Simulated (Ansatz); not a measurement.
# GaGeH₁₀NSi₂: taking an electron away

An exercise on one series of results from a longer session: the logs are not shown, and one member is left open.

Program: Ansatz 0.2.0, Gaussian basis. Level of theory: unrestricted cation, the program's frozen cores in correlated methods. These are calculated values, not measurements.

The runs, in order: UKS PBE-D4/def2-TZVPP; UKS r2SCAN-D4/def2-TZVPP; UKS PBE0-D4/def2-TZVPP; UKS B3LYP-D4/def2-TZVPP; UKS wB97X-V/def2-TZVPP; UKS wB97M-V/def2-TZVPP; UKS B2PLYP/def2-TZVPP; UHF-CCSD(T)/def2-TZVPP; UHF-MP2/def2-QZVPP; extrapolation to the limit; then −ε(HOMO) from the neutral's earlier runs with LDA (SPW92), PBE-D4, revPBE-D4, BLYP-D4, r2SCAN-D4, B97M-V, PBE0-D4, B3LYP-D4, r2SCANh-D4, r2SCAN0-D4, HSE06-D4, BHLYP-D4, CAM-B3LYP-D4, LC-ωPBE, ωB97X-V, ωB97M-V.

**The geometry**

All runs share one geometry, relaxed beforehand with PBE0-D4 in a triple-zeta def2 set.

SMILES `[GaH2][NH][SiH2][SiH2][GeH3]`, 15 atoms, charge 0, spin multiplicity 1.

Atoms are counted from 1 here; the program's logs count them from 0.

Bond lengths: Ga1–N2 1.850 Å, Ga1–H6 1.565 Å, Ga1–H7 1.560 Å, N2–Si3 1.719 Å, N2–H8 1.009 Å, Si3–Si4 2.352 Å, Si3–H9 1.493 Å, Si3–H10 1.492 Å, Si4–Ge5 2.384 Å, Si4–H11 1.488 Å, Si4–H12 1.490 Å, Ge5–H13 1.537 Å, Ge5–H14 1.565 Å, Ge5–H15 1.538 Å. Angles: N2–Ga1–H6 114.5°, N2–Ga1–H7 117.5°, H6–Ga1–H7 127.2°, Ga1–N2–Si3 125.6°, Ga1–N2–H8 116.8°, Si3–N2–H8 116.9°, N2–Si3–Si4 107.2°, N2–Si3–H9 114.5°, N2–Si3–H10 110.4°, Si4–Si3–H9 110.0°, Si4–Si3–H10 107.7°, H9–Si3–H10 106.9°, Si3–Si4–Ge5 105.6°, Si3–Si4–H11 114.4°, Si3–Si4–H12 112.4°, Ge5–Si4–H11 108.4°, Ge5–Si4–H12 107.6°, H11–Si4–H12 108.2° and more.

Set-up of the first run:

Input file in.yaml:

```yaml
crystal:
  periodic: [false, false, false]
  atoms:
    - {symbol: Ga, position_ang: [-1.319056, -1.175582, 1.167684]}
    - {symbol: N, position_ang: [0.520273, -1.369714, 1.119980]}
    - {symbol: Si, position_ang: [1.518310, -1.109818, -0.255481]}
    - {symbol: Si, position_ang: [0.457723, 0.513981, -1.586256]}
    - {symbol: Ge, position_ang: [-0.700534, 1.933828, -0.060869]}
    - {symbol: H, position_ang: [-2.016234, -1.241668, -0.231505]}
    - {symbol: H, position_ang: [-2.009443, -1.194922, 2.566420]}
    - {symbol: H, position_ang: [0.987547, -1.489917, 2.006397]}
    - {symbol: H, position_ang: [1.788752, -2.334375, -1.064968]}
    - {symbol: H, position_ang: [2.842645, -0.562590, 0.160090]}
    - {symbol: H, position_ang: [-0.526774, -0.034309, -2.557289]}
    - {symbol: H, position_ang: [1.431495, 1.357027, -2.335697]}
    - {symbol: H, position_ang: [-1.812308, 2.787974, -0.691072]}
    - {symbol: H, position_ang: [-1.418146, 1.076425, 1.034239]}
    - {symbol: H, position_ang: [0.255750, 2.843658, 0.728346]}
basis:
  gaussian: {orbitals: def2-TZVPP}
total_charge: 1
magnetization: {spin_polarized: true, initial_magnetization: 1}
hamiltonian: {xc: pbe, dispersion: d4}
```

On the command line:

```bash
ansatz run in.yaml --threads 2 --pin off --events-out ev --progress --plain --max-ram 22528MiB --backend cuda --devices 0, --max-vram 18GiB
```

Steps of the session up to this table: Cation, UKS PBE-D4/def2-TZVPP; Cation, UKS r2SCAN-D4/def2-TZVPP; Cation, UKS PBE0-D4/def2-TZVPP; Cation, UKS B3LYP-D4/def2-TZVPP; Cation, UKS wB97X-V/def2-TZVPP; Cation, UKS wB97M-V/def2-TZVPP; Cation, UKS B2PLYP (frozen core)/def2-TZVPP; Cation, UHF-CCSD(T)/def2-TZVPP; Cation, UHF-MP2/def2-QZVPP.

One table of the session follows, with a row left open; its other results are not shown here.

It belongs to the step «Ionisation energies side by side». For comparison, −ε(HOMO) of the neutral from earlier runs:

| functional | −ε(HOMO) (eV) |
| --- | --- |
| LDA (SPW92) | 6.18 |
| PBE-D4 | 6.04 |
| revPBE-D4 | 5.99 |
| BLYP-D4 | 5.91 |
| r2SCAN-D4 | 6.30 |
| B97M-V | 6.42 |
| PBE0-D4 | 7.24 |
| B3LYP-D4 | 7.04 |
| r2SCANh-D4 | 6.75 |
| r2SCAN0-D4 | 7.42 |
| HSE06-D4 | ? |
| BHLYP-D4 | 8.34 |
| CAM-B3LYP-D4 | 8.55 |
| LC-ωPBE | 9.87 |
| ωB97X-V | 9.54 |
| ωB97M-V | 9.40 |

Estimate the missing values for HSE06-D4.

As computed: −ε(HOMO) (eV): 6.85. In the column «−ε(HOMO) (eV)» it lies between r2SCANh-D4 (6.75) and B3LYP-D4 (7.04).
